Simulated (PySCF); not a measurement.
**[Dy(P5)2]+: forces at shaken geometries**

Aim: move all atoms of relaxed [Dy(P5)2]+ at random and read energies and forces. The structure is generated, not taken from experiment.

Program: PySCF 2.14.0. Level of theory: B3LYP, Dy lcecp-1-SVP with ECP55, P def2-SVP; scalar-relativistic core potentials, no spin–orbit coupling. These are calculated values, not measurements.

2 further runs of the same task are left out: 1 for a known fault of the program, 1 that didn't finish.

### Step 1. Starting geometry

11 atoms, charge 1, spin multiplicity 1.

Bond lengths: Dy1–P2 3.070 Å, Dy1–P3 3.070 Å, Dy1–P4 3.070 Å, Dy1–P5 3.070 Å, Dy1–P6 3.070 Å, Dy1–P7 3.070 Å, Dy1–P8 3.070 Å, Dy1–P9 3.070 Å, Dy1–P10 3.070 Å, Dy1–P11 3.070 Å, P2–P3 2.150 Å, P2–P6 2.150 Å, P3–P4 2.150 Å, P4–P5 2.150 Å, P5–P6 2.150 Å, P7–P8 2.150 Å, P7–P11 2.150 Å, P8–P9 2.150 Å and more. Angles: P2–Dy1–P3 41.0°, P2–Dy1–P4 69.0°, P2–Dy1–P5 69.0°, P2–Dy1–P6 41.0°, P2–Dy1–P7 180.0°, P2–Dy1–P8 139.0°, P2–Dy1–P9 111.0°, P2–Dy1–P10 111.0°, P2–Dy1–P11 139.0°, P3–Dy1–P4 41.0°, P3–Dy1–P5 69.0°, P3–Dy1–P6 69.0°, P3–Dy1–P7 139.0°, P3–Dy1–P8 111.0°, P3–Dy1–P9 111.0°, P3–Dy1–P10 139.0°, P3–Dy1–P11 180.0°, P4–Dy1–P5 41.0° and more.

Geometry (Å):

```xyz
11
DyP10
Dy    0.0000    0.0000    0.0000
P     0.0000    1.8292    2.4653
P    -1.7397    0.5652    2.4653
P    -1.0752   -1.4799    2.4653
P     1.0752   -1.4798    2.4653
P     1.7397    0.5653    2.4653
P     0.0000   -1.8292   -2.4653
P    -1.7397   -0.5653   -2.4653
P    -1.0752    1.4798   -2.4653
P     1.0752    1.4799   -2.4653
P     1.7397   -0.5652   -2.4653
```

Formal oxidation states: Dy +3. Each metal's 9 4f electrons lie in its core potential, so multiplicities, spins and levels count the valence alone. An earlier session relaxed this geometry at B3LYP, Dy lcecp-1-SVP with ECP55, P def2-SVP (singlet, point group D5d).

Its energy there is -3449.654420 Eh.

### Step 2. Atoms moved at random, σ = 0.03 Å

The input, run.py (the lines that set the calculation):

```python
mol = gto.M(atom='''
Dy     0.03504     0.03183     0.07248
P     -0.04284     1.83541     2.46216
P     -1.72011     0.59080     2.46551
P     -1.09270    -1.48656     2.46535
P      1.08050    -1.43811     2.45447
P      1.73586     0.51348     2.41458
P     -0.03788    -1.83202    -2.44870
P     -1.74215    -0.58167    -2.47915
P     -1.07610     1.47473    -2.46551
P      1.09248     1.51471    -2.49438
P      1.76790    -0.62260    -2.44681''',
    basis={'Dy': 'lcecp-1-SVP', 'P': 'def2-SVP'},
    ecp={'Dy': 'lcecp-1-SVP'},
    charge=1, spin=0)
mf = dft.RKS(mol, xc='B3LYP')
mf.grids.atom_grid = (50, 194)  # f atoms: unpruned, at least (60, 302)
mf = mf.density_fit()  # fitting sets: Dy AutoAux, P def2-universal-JKFIT
mf.conv_tol = 1e-08; mf.max_cycle = 55
mf.kernel(dm0)  # dm0: the density of the relaxed state
```

Command:

```console
$ OMP_NUM_THREADS=4 python run.py
```

### Step 3. Atoms moved at random, σ = 0.06 Å

The input, run.py (the lines that set the calculation):

```python
mol = gto.M(atom='''
Dy    -0.02281    -0.16160     0.06808
P     -0.05619     1.84295     2.50203
P     -1.87149     0.62633     2.57159
P     -1.05042    -1.46883     2.47730
P      1.05684    -1.42119     2.58578
P      1.72831     0.58198     2.38338
P      0.03461    -1.77577    -2.53204
P     -1.73254    -0.58900    -2.59728
P     -1.07432     1.42213    -2.46631
P      1.19644     1.45994    -2.51646
P      1.79157    -0.51694    -2.47607''',
    basis={'Dy': 'lcecp-1-SVP', 'P': 'def2-SVP'},
    ecp={'Dy': 'lcecp-1-SVP'},
    charge=1, spin=0)
mf = dft.RKS(mol, xc='B3LYP')
mf.grids.atom_grid = (50, 194)  # f atoms: unpruned, at least (60, 302)
mf = mf.density_fit()  # fitting sets: Dy AutoAux, P def2-universal-JKFIT
mf.conv_tol = 1e-08; mf.max_cycle = 55
mf.kernel(dm0)  # dm0: the density of the relaxed state
```

### Step 4. Atoms moved at random, σ = 0.15 Å

The input, run.py (the lines that set the calculation):

```python
mol = gto.M(atom='''
Dy     0.17360     0.22649     0.17209
P     -0.08131     1.84075     2.46958
P     -1.54466     0.56108     2.09445
P     -1.33142    -1.51293     2.70438
P      1.24212    -1.66814     2.35224
P      1.82953     0.68859     2.66233
P     -0.06856    -1.88955    -2.68615
P     -2.06941    -0.62415    -2.61157
P     -0.99554     1.59148    -2.49791
P      1.01142     1.51101    -2.29762
P      1.83423    -0.72462    -2.36185''',
    basis={'Dy': 'lcecp-1-SVP', 'P': 'def2-SVP'},
    ecp={'Dy': 'lcecp-1-SVP'},
    charge=1, spin=0)
mf = dft.RKS(mol, xc='B3LYP')
mf.grids.atom_grid = (50, 194)  # f atoms: unpruned, at least (60, 302)
mf = mf.density_fit()  # fitting sets: Dy AutoAux, P def2-universal-JKFIT
mf.conv_tol = 1e-08; mf.max_cycle = 55
mf.kernel(dm0)  # dm0: the density of the relaxed state
```

Q: Predict the outcome of this session. Wanted: for each run, σ; energy rise; harmonic estimate −½ F·u; largest force component.

As calculated:

| σ (Å) | energy rise (eV) | harmonic estimate −½ F·u (eV) | largest force component (eV/Å) |
| --- | --- | --- | --- |
| 0.03 | 0.220 | 0.223 | 1.41 |
| 0.06 | 0.396 | 0.384 | 1.45 |
| 0.15 | 3.797 | 3.379 | 4.38 |

Every displacement raises the energy. For a harmonic well the rise equals −½ F·u; the two differ by at most 11 % here (a move with σ = 0.15 Å), from anharmonicity, the grid and the small forces left at the relaxed point. These are double-zeta-type bases without diffuse functions. Spin–orbit coupling is left out.
